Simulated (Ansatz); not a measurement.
# AlBClFH₅NSi: one molecule under many settings

Aim: run AlBClFH₅NSi under a spread of inputs, and see what each costs and gives.

Method: the settings change from run to run; program: Ansatz 0.2.0, Gaussian basis.

## Step 1: The geometry

The geometry comes from an earlier relaxation with PBE0-D4 in a triple-zeta def2 set; it is a stationary point, not always the lowest conformer.

SMILES `B[NH][AlH][SiH](F)Cl`, 11 atoms, charge 0, spin multiplicity 1.

Atoms are counted from 1 here; the program's logs count them from 0.

Bond lengths: B1–N2 1.405 Å, B1–H7 1.199 Å, B1–H8 1.202 Å, N2–Al3 1.799 Å, N2–H9 1.011 Å, Al3–Si4 2.464 Å, Al3–H10 1.585 Å, Si4–F5 1.601 Å, Si4–Cl6 2.062 Å, Si4–H11 1.486 Å. Angles: N2–B1–H7 121.1°, N2–B1–H8 118.4°, H7–B1–H8 120.5°, B1–N2–Al3 122.8°, B1–N2–H9 116.4°, Al3–N2–H9 120.9°, N2–Al3–Si4 117.2°, N2–Al3–H10 118.6°, Si4–Al3–H10 124.1°, Al3–Si4–F5 112.7°, Al3–Si4–Cl6 107.7°, Al3–Si4–H11 116.6°, F5–Si4–Cl6 107.9°, F5–Si4–H11 105.9°, Cl6–Si4–H11 105.6°.

## Step 2: BLYP/6-31G

Set apart from the defaults: a grid of angular degree 11.

in.yaml

```yaml
crystal:
  periodic: [false, false, false]
  atoms:
    - {symbol: B, position_ang: [0.034793, -0.672149, -1.844111]}
    - {symbol: N, position_ang: [0.144915, -1.514526, -0.725127]}
    - {symbol: Al, position_ang: [0.175567, -0.892247, 0.962177]}
    - {symbol: Si, position_ang: [-0.007321, 1.545671, 1.268981]}
    - {symbol: F, position_ang: [1.015519, 2.362006, 0.347172]}
    - {symbol: Cl, position_ang: [-1.920853, 2.101788, 0.739637]}
    - {symbol: H, position_ang: [0.002383, -1.120462, -2.955276]}
    - {symbol: H, position_ang: [-0.026525, 0.513958, -1.662435]}
    - {symbol: H, position_ang: [0.191370, -2.507241, -0.912946]}
    - {symbol: H, position_ang: [0.264961, -1.934052, 2.153103]}
    - {symbol: H, position_ang: [0.190492, 2.060256, 2.649324]}
basis:
  gaussian: {orbitals: 6-31G, final_grid: {core_spheres: 5, valence_spheres: 4, degree: 11}}
hamiltonian: {xc: {name: BLYP}}
```

Started as:

```bash
ansatz run in.yaml --threads 4 --pin off --events-out ev --progress --plain --max-ram 10444MiB
```

The program printed:

```text
Functional definition: BLYP
  name "BLYP"
  cite "Becke, Phys. Rev. A 38, 3098 (1988) doi:10.1103/PhysRevA.38.3098"
  cite "Lee, Yang & Parr, Phys. Rev. B 37, 785 (1988) doi:10.1103/PhysRevB.37.785"
  parameter beta = 0.0042
  parameter a = 0.04918
  parameter b = 0.132
  parameter c = 0.2533
  parameter d = 0.349
  exchange = b88_x(beta = beta)
  correlation = lyp_c(a = a, b = b, c = c, d = d)
911 factors; integrals over basis functions are off by at most 2.6e-4 eV
mean field evaluation 1: about -31948.5782 eV, gradient 7.3e1 eV
mean field evaluation 2: about -31888.6533 eV, gradient 1.6e2 eV
mean field evaluation 4: about -31959.3884 eV, gradient 8.3e0 eV
mean field evaluation 8: about -31959.6009 eV, gradient 3.6e-1 eV
mean field evaluation 16: about -31959.6014 eV, gradient 5.2e-5 eV
mean field -31959.60138917 eV, -1174.4936880561 hartree, gradient 5.2e-5 eV, S^2 0.000000; 0 other end points of the search recorded, 0 dependent functions left out
reference -31959.60183082 eV, -1174.4937042864 hartree; 35, 35 occupied and 41, 41 virtual orbitals, 911 factors
Total energy: -31959.60183082 eV, -1174.4937042864 hartree
```

It took 0.6 s on 4 threads of Arm Neoverse V1, shared host.

## Step 3: RPA/aug-cc-pVDZ

This run has atoms shaken by 0.08 Å, finite nuclei, correlated electrons set to outside_noble_gas, high accuracy.

in.yaml

```yaml
crystal:
  periodic: [false, false, false]
  atoms:
    - {symbol: B, position_ang: [-0.000685, -0.750712, -1.831380]}
    - {symbol: N, position_ang: [0.131642, -1.636149, -0.769293]}
    - {symbol: Al, position_ang: [0.148547, -0.795947, 0.963364]}
    - {symbol: Si, position_ang: [0.035845, 1.560856, 1.315248]}
    - {symbol: F, position_ang: [0.997229, 2.425756, 0.311884]}
    - {symbol: Cl, position_ang: [-1.862570, 2.137500, 0.793936]}
    - {symbol: H, position_ang: [-0.072453, -1.079636, -3.000673]}
    - {symbol: H, position_ang: [0.105473, 0.645338, -1.701293]}
    - {symbol: H, position_ang: [0.192637, -2.486771, -0.965325]}
    - {symbol: H, position_ang: [0.224023, -1.792374, 2.097802]}
    - {symbol: H, position_ang: [0.090306, 1.999551, 2.439971]}
basis:
  gaussian: {orbitals: aug-cc-pVDZ, nuclear_model: gaussian}
hamiltonian: {xc: {name: HF}}
correlation: {method: rpa, electrons: outside_noble_gas}
accuracy: high
```

Same command.

The program printed:

```text
Functional definition: HF
  name "HF"
  cite "Fock, Z. Phys. 61, 126 (1930) doi:10.1007/BF01340294"
  parent pbe
  exchange = exact_x
  correlation = 0
3922 factors; integrals over basis functions are off by at most 3.9e-9 eV
mean field evaluation 1: about -31884.5332 eV, gradient 4.9e1 eV
mean field evaluation 2: about -31884.5937 eV, gradient 4.9e1 eV
mean field evaluation 4: about -31890.2750 eV, gradient 3.8e0 eV
mean field evaluation 8: about -31890.3443 eV, gradient 1.7e-1 eV
mean field -31890.34452121 eV, -1171.9485451026 hartree, gradient 2.6e-8 eV, S^2 0.000000; 0 other end points of the search recorded, 0 dependent functions left out
18 core orbitals not correlated: weight in the atoms' cores, before any rotation towards them, 1.000 or more for the frozen orbitals, at most 0.000 for the correlated occupied ones
reference -31890.34452121 eV, -1171.9485451026 hartree; 17, 17 occupied and 160, 160 virtual orbitals, 3922 factors
Total energy: -31914.83631137 eV, -1172.8486017899 hartree
```

Wall time 20 s (4 threads of Arm Neoverse V1, shared host); peak memory 1.3 GiB.

## Step 4: B97M-V/6-31G*

in.yaml

```yaml
crystal:
  periodic: [false, false, false]
  atoms:
    - {symbol: B, position_ang: [0.034793, -0.672149, -1.844111]}
    - {symbol: N, position_ang: [0.144915, -1.514526, -0.725127]}
    - {symbol: Al, position_ang: [0.175567, -0.892247, 0.962177]}
    - {symbol: Si, position_ang: [-0.007321, 1.545671, 1.268981]}
    - {symbol: F, position_ang: [1.015519, 2.362006, 0.347172]}
    - {symbol: Cl, position_ang: [-1.920853, 2.101788, 0.739637]}
    - {symbol: H, position_ang: [0.002383, -1.120462, -2.955276]}
    - {symbol: H, position_ang: [-0.026525, 0.513958, -1.662435]}
    - {symbol: H, position_ang: [0.191370, -2.507241, -0.912946]}
    - {symbol: H, position_ang: [0.264961, -1.934052, 2.153103]}
    - {symbol: H, position_ang: [0.190492, 2.060256, 2.649324]}
basis:
  gaussian: {orbitals: "6-31G*"}
hamiltonian: {xc: {name: B97M-V}}
```

The command is unchanged.

The program printed (excerpt; [...] marks lines left out):

```text
Functional definition: B97M-V
  name "B97M-V"
  cite "Mardirossian & Head-Gordon, J. Chem. Phys. 142, 074111 (2015) doi:10.1063/1.4907719"
  cite "Becke, J. Chem. Phys. 107, 8554 (1997) doi:10.1063/1.475007"
  cite "Vydrov & Van Voorhis, J. Chem. Phys. 133, 244103 (2010) doi:10.1063/1.3521275"
  # Of w^i u^j: cxij and so on, Table III.
[...]
  gx(w, u) = cx00 + cx01*u + cx02*u^2 + (cx10 + cx11*u)*w
  gss(w, u) = css00 + css02*u^2 + css10*w + (css32*w^3 + css42*w^4)*u^2
  gos(w, u) = cos00 + cos01*u + cos03*u^3 + cos10*w + cos32*w^3*u^2
[...]
      + integral(e_c_pw_mod_opposite_spin*gos(b97_w_opposite, b97_u_opposite)) + vv10(b, c)
1306 factors; their error is unknown
[...]
mean field -31957.02639144 eV, -1174.3990586350 hartree, gradient 1.6e-5 eV, S^2 0.000000; 0 other end points of the search recorded, 0 dependent functions left out
reference -31957.02646065 eV, -1174.3990611785 hartree; 35, 35 occupied and 77, 77 virtual orbitals, 1306 factors
Total energy: -31957.02646065 eV, -1174.3990611785 hartree
```

Wall time 8 s (4 threads of Arm Neoverse V1, shared host); peak memory 0.25 GiB.

## Step 5: revPBE0/def2-mTZVP

Set apart from the defaults: charge +1, multiplicity 2, atoms shaken by 0.08 Å, density fitting with cc-pVTZ-jkfit, high accuracy.

in.yaml

```yaml
crystal:
  periodic: [false, false, false]
  atoms:
    - {symbol: B, position_ang: [0.013462, -0.691598, -1.851017]}
    - {symbol: N, position_ang: [0.280960, -1.605231, -0.620990]}
    - {symbol: Al, position_ang: [0.125819, -1.020317, 0.940153]}
    - {symbol: Si, position_ang: [-0.083784, 1.595675, 1.264041]}
    - {symbol: F, position_ang: [1.022296, 2.203793, 0.222700]}
    - {symbol: Cl, position_ang: [-1.916193, 2.115510, 0.692084]}
    - {symbol: H, position_ang: [0.060553, -1.022043, -2.939229]}
    - {symbol: H, position_ang: [-0.215957, 0.484638, -1.651313]}
    - {symbol: H, position_ang: [0.365607, -2.503330, -1.054028]}
    - {symbol: H, position_ang: [0.202005, -1.926663, 2.210723]}
    - {symbol: H, position_ang: [0.152300, 1.973091, 2.667240]}
basis:
  gaussian: {orbitals: def2-mTZVP, fitting: {mean_field: cc-pVTZ-jkfit}}
total_charge: 1
magnetization: {spin_polarized: true, initial_magnetization: 1}
hamiltonian: {xc: {name: revPBE0}}
accuracy: high
```

The command is unchanged.

The program printed (excerpt; [...] marks lines left out):

```text
Functional definition: revPBE0
  name "revPBE0"
  cite "Zhang & Yang, Phys. Rev. Lett. 80, 890 (1998) doi:10.1103/PhysRevLett.80.890"
  cite "Adamo & Barone, J. Chem. Phys. 110, 6158 (1999) doi:10.1063/1.478522"
  cite "Perdew, Burke & Ernzerhof, Phys. Rev. Lett. 77, 3865 (1996) doi:10.1103/PhysRevLett.77.3865"
[...]
750 factors; integrals over basis functions are off by at most 2.7e-1 eV
[...]
mean field -31951.08663553 eV, -1174.1807766313 hartree, gradient 6.5e-8 eV, S^2 0.755743; 0 other end points of the search recorded, 0 dependent functions left out
reference -31951.08664036 eV, -1174.1807768088 hartree; 35, 34 occupied and 103, 104 virtual orbitals, 750 factors
Total energy: -31951.08664036 eV, -1174.1807768088 hartree
```

Wall time 7.5 s (4 threads of Arm Neoverse V1, shared host); peak memory 0.48 GiB.

⟨S²⟩ 0.756.

## Step 6: B97/STO-3G

Set apart from the defaults: coordinates scaled by 0.92, relativity set to none.

in.yaml

```yaml
crystal:
  periodic: [false, false, false]
  atoms:
    - {symbol: B, position_ang: [0.032010, -0.618377, -1.696582]}
    - {symbol: N, position_ang: [0.133322, -1.393364, -0.667116]}
    - {symbol: Al, position_ang: [0.161522, -0.820867, 0.885202]}
    - {symbol: Si, position_ang: [-0.006735, 1.422017, 1.167463]}
    - {symbol: F, position_ang: [0.934277, 2.173046, 0.319398]}
    - {symbol: Cl, position_ang: [-1.767185, 1.933645, 0.680466]}
    - {symbol: H, position_ang: [0.002192, -1.030825, -2.718854]}
    - {symbol: H, position_ang: [-0.024403, 0.472842, -1.529440]}
    - {symbol: H, position_ang: [0.176060, -2.306662, -0.839910]}
    - {symbol: H, position_ang: [0.243764, -1.779328, 1.980855]}
    - {symbol: H, position_ang: [0.175252, 1.895435, 2.437378]}
basis:
  gaussian: {orbitals: STO-3G}
hamiltonian: {xc: {name: B97}, pseudopotentials: {relativity: none}}
```

Launched as before.

The program printed (excerpt; [...] marks lines left out):

```text
Functional definition: B97
  name "B97"
  cite "Becke, J. Chem. Phys. 107, 8554 (1997) doi:10.1063/1.475007"
[...]
      + integral(e_c_pw_opposite_spin*poly(b97_u_opposite, cos0, cos1, cos2))
569 factors; integrals over basis functions are off by at most 5.9e-5 eV
[...]
mean field -31584.19594320 eV, -1160.6977923757 hartree, gradient 1.2e-5 eV, S^2 0.000000; 0 other end points of the search recorded, 0 dependent functions left out
reference -31584.19595924 eV, -1160.6977929653 hartree; 35, 35 occupied and 12, 12 virtual orbitals, 569 factors
Total energy: -31584.19595924 eV, -1160.6977929653 hartree
```

Wall time 1.6 s (4 threads of Arm Neoverse V1, shared host).

## Step 7: revPBE/def2-TZVPP

Options: D3(BJ) dispersion.

in.yaml

```yaml
crystal:
  periodic: [false, false, false]
  atoms:
    - {symbol: B, position_ang: [0.034793, -0.672149, -1.844111]}
    - {symbol: N, position_ang: [0.144915, -1.514526, -0.725127]}
    - {symbol: Al, position_ang: [0.175567, -0.892247, 0.962177]}
    - {symbol: Si, position_ang: [-0.007321, 1.545671, 1.268981]}
    - {symbol: F, position_ang: [1.015519, 2.362006, 0.347172]}
    - {symbol: Cl, position_ang: [-1.920853, 2.101788, 0.739637]}
    - {symbol: H, position_ang: [0.002383, -1.120462, -2.955276]}
    - {symbol: H, position_ang: [-0.026525, 0.513958, -1.662435]}
    - {symbol: H, position_ang: [0.191370, -2.507241, -0.912946]}
    - {symbol: H, position_ang: [0.264961, -1.934052, 2.153103]}
    - {symbol: H, position_ang: [0.190492, 2.060256, 2.649324]}
basis:
  gaussian: {orbitals: def2-TZVPP}
hamiltonian: {xc: {name: revPBE}, dispersion: d3bj}
output: {forces: true}
```

Same command.

The program printed (excerpt; [...] marks lines left out):

```text
Functional definition: revPBE
  name "revPBE"
  cite "Zhang & Yang, Phys. Rev. Lett. 80, 890 (1998) doi:10.1103/PhysRevLett.80.890"
  cite "Perdew, Burke & Ernzerhof, Phys. Rev. Lett. 77, 3865 (1996) doi:10.1103/PhysRevLett.77.3865"
[...]
1626 factors; their error is unknown
[...]
mean field -31962.13091286 eV, -1174.5866463370 hartree, gradient 2.7e-5 eV, S^2 0.000000; 0 other end points of the search recorded, 0 dependent functions left out
[...]
reference -31962.13098078 eV, -1174.5866488330 hartree; 35, 35 occupied and 254, 254 virtual orbitals, 1626 factors
Total energy: -31962.76357115 eV, -1174.6098961006 hartree
Atom 0 at     0.034793    -0.672149    -1.844111 Å, force    -0.030366     0.254437    -0.319029 eV/Å
Atom 1 at     0.144915    -1.514526    -0.725127 Å, force     0.014361    -0.120197     0.055699 eV/Å
Atom 2 at     0.175567    -0.892247     0.962177 Å, force     0.006021     0.159055     0.331984 eV/Å
Atom 3 at    -0.007321     1.545671     1.268981 Å, force    -0.180787    -0.445312     0.366352 eV/Å
Atom 4 at     1.015519     2.362006     0.347172 Å, force     0.561166     0.423246    -0.466050 eV/Å
Atom 5 at    -1.920853     2.101788     0.739637 Å, force    -0.401677     0.092418    -0.087060 eV/Å
Atom 6 at     0.002383    -1.120462    -2.955276 Å, force    -0.004797    -0.060933    -0.145505 eV/Å
Atom 7 at    -0.026525     0.513958    -1.662435 Å, force    -0.008386     0.119725     0.023475 eV/Å
Atom 8 at     0.191370    -2.507241    -0.912946 Å, force     0.017686    -0.364800    -0.065330 eV/Å
Atom 9 at     0.264961    -1.934052     2.153103 Å, force     0.006152    -0.112653     0.111684 eV/Å
Atom 10 at     0.190492     2.060256     2.649324 Å, force     0.020627     0.055014     0.193781 eV/Å
Dipole moment:     0.105781    -0.514458     0.250695 e Å
```

Wall time 4 s (4 threads of Arm Neoverse V1, shared host); peak memory 0.45 GiB.

Largest force 0.843 eV/Å, dipole 2.80 D.

## Step 8: rPW86-PBE/def2-mTZVPP

Options: charge -1, multiplicity 2.

Edit in.yaml of step 7 so:

```diff
@@ -15,4 +15,5 @@
 basis:
-  gaussian: {orbitals: def2-TZVPP}
-hamiltonian: {xc: {name: revPBE}, dispersion: d3bj}
-output: {forces: true}
+  gaussian: {orbitals: def2-mTZVPP}
+total_charge: -1
+magnetization: {spin_polarized: true, initial_magnetization: 1}
+hamiltonian: {xc: {name: rPW86-PBE}}
```

Launched as before.

The program printed:

```text
Functional definition: rPW86-PBE
  name "rPW86-PBE"
  cite "Murray, Lee & Langreth, J. Chem. Theory Comput. 5, 2754 (2009) doi:10.1021/ct900365q"
  cite "Perdew, Burke & Ernzerhof, Phys. Rev. Lett. 77, 3865 (1996) doi:10.1103/PhysRevLett.77.3865"
  parent pbe
  exchange = rpw86_x
  correlation = pbe_c
1507 factors; their error is unknown
mean field evaluation 1: about -31990.4116 eV, gradient 5.0e1 eV
mean field evaluation 2: about -31775.2633 eV, gradient 1.5e2 eV
mean field evaluation 4: about -32002.8482 eV, gradient 1.5e1 eV
mean field evaluation 8: about -32004.5260 eV, gradient 3.0e-1 eV
mean field evaluation 16: about -32004.4941 eV, gradient 2.5e-3 eV
mean field -32004.49411718 eV, -1176.1434653812 hartree, gradient 5.1e-5 eV, S^2 0.753964; 1 other end points of the search recorded, 0 dependent functions left out
reference -32004.49426136 eV, -1176.1434706797 hartree; 36, 35 occupied and 132, 133 virtual orbitals, 1507 factors
Total energy: -32004.49426136 eV, -1176.1434706797 hartree
```

It took 10 s on 4 threads of Arm Neoverse V1, shared host; peak memory 0.43 GiB.

⟨S²⟩ 0.754.

## Step 9: B97/ANO-RCC-VTZP

Set apart from the defaults: a grid of angular degree 47, relativity set to scalar.

Edit in.yaml of step 8 so:

```diff
@@ -15,5 +15,3 @@
 basis:
-  gaussian: {orbitals: def2-mTZVPP}
-total_charge: -1
-magnetization: {spin_polarized: true, initial_magnetization: 1}
-hamiltonian: {xc: {name: rPW86-PBE}}
+  gaussian: {orbitals: ANO-RCC-VTZP, final_grid: {core_spheres: 20, valence_spheres: 16, degree: 47}}
+hamiltonian: {xc: {name: B97}, pseudopotentials: {relativity: scalar}}
```

The command is unchanged.

The program printed (excerpt; [...] marks lines left out):

```text
Functional definition: B97
  name "B97"
  cite "Becke, J. Chem. Phys. 107, 8554 (1997) doi:10.1063/1.475007"
[...]
      + integral(e_c_pw_opposite_spin*poly(b97_u_opposite, cos0, cos1, cos2))
2090 factors; their error is unknown
[...]
mean field -32035.32879513 eV, -1177.2766188954 hartree, gradient 6.5e-5 eV, S^2 0.000000; 0 other end points of the search recorded, 0 dependent functions left out
reference -32035.32884185 eV, -1177.2766206122 hartree; 35, 35 occupied and 227, 227 virtual orbitals, 2090 factors
Total energy: -32035.32884185 eV, -1177.2766206122 hartree
Relativity: scalar
```

Run time: 15 s. Hardware: 4 threads of Arm Neoverse V1, shared host; peak memory 0.9 GiB.

## Step 10: B2PLYP/ANO-RCC-VTZP

Set apart from the defaults: the search for lower states set to full.

Edit in.yaml of step 9 so:

```diff
@@ -15,3 +15,4 @@
 basis:
-  gaussian: {orbitals: ANO-RCC-VTZP, final_grid: {core_spheres: 20, valence_spheres: 16, degree: 47}}
-hamiltonian: {xc: {name: B97}, pseudopotentials: {relativity: scalar}}
+  gaussian: {orbitals: ANO-RCC-VTZP}
+hamiltonian: {xc: {name: B2PLYP}}
+scf: {lower_state_search: full}
```

Same command.

The program printed (excerpt; [...] marks lines left out):

```text
Functional definition: B2PLYP
  name "B2PLYP"
  cite "Grimme, J. Chem. Phys. 124, 034108 (2006) doi:10.1063/1.2148954"
  cite "Becke, Phys. Rev. A 38, 3098 (1988) doi:10.1103/PhysRevA.38.3098"
  cite "Lee, Yang & Parr, Phys. Rev. B 37, 785 (1988) doi:10.1103/PhysRevB.37.785"
[...]
1604 factors; integrals over basis functions are off by at most 1.1e-3 eV
[...]
mean field -32018.84400417 eV, -1176.6708140013 hartree, gradient 6.6e-6 eV, S^2 0.000000; 0 other end points of the search recorded, 0 dependent functions left out
18 core orbitals not correlated: weight in the atoms' cores, before any rotation towards them, 1.000 or more for the frozen orbitals, at most 0.000 for the correlated occupied ones
reference -32018.84422844 eV, -1176.6708222430 hartree; 17, 17 occupied and 227, 227 virtual orbitals, 1604 factors
second order -31.13817110 eV of doubles, -0.00000000 eV of singles
Total energy: -32027.25153463 eV, -1176.9797850470 hartree
Relativity: scalar
```

Wall time 23 s (4 threads of Arm Neoverse V1, shared host); peak memory 0.98 GiB.

## Step 11: All runs side by side

```csv
level,charge,multiplicity,geometry,functions,energy (eV),time
BLYP/6-31G,0,1,relaxed,76,-31959.602,0.6 s
RPA/aug-cc-pVDZ,0,1,shaken,195,-31914.836,20 s
B97M-V/6-31G*,0,1,relaxed,112,-31957.026,8 s
revPBE0/def2-mTZVP,1,2,shaken,138,-31951.087,7.5 s
B97/STO-3G,0,1,scaled,47,-31584.196,1.6 s
revPBE/def2-TZVPP,0,1,relaxed,289,-31962.764,4 s
rPW86-PBE/def2-mTZVPP,-1,2,relaxed,168,-32004.494,10 s
B97/ANO-RCC-VTZP,0,1,relaxed,262,-32035.329,15 s
B2PLYP/ANO-RCC-VTZP,0,1,relaxed,262,-32027.252,23 s
```

## Step 12: Summary of results

| quantity | value |
| --- | --- |
| runs | 9 |
| quickest | BLYP/6-31G, 0.6 s |
| slowest | B2PLYP/ANO-RCC-VTZP, 23 s |
| spread of total energies, same state and geometry | 78.3 eV |

In words: Run time spans a factor of 38, from BLYP/6-31G to B2PLYP/ANO-RCC-VTZP. The jobs differ in tasks and options as well as level. The totals spread over 78 eV; they can't be compared across methods or bases. Some of these runs are scalar-relativistic and others not, which shifts the totals of all-electron atoms past neon by several eV an atom and more; core potentials, where a basis has them, take the core out of the total altogether. At the PBE0-D4/def2-TZVP geometry and in the same state, the sound runs without point charges leave forces up to 0.84 eV/Å (revPBE/def2-TZVPP).
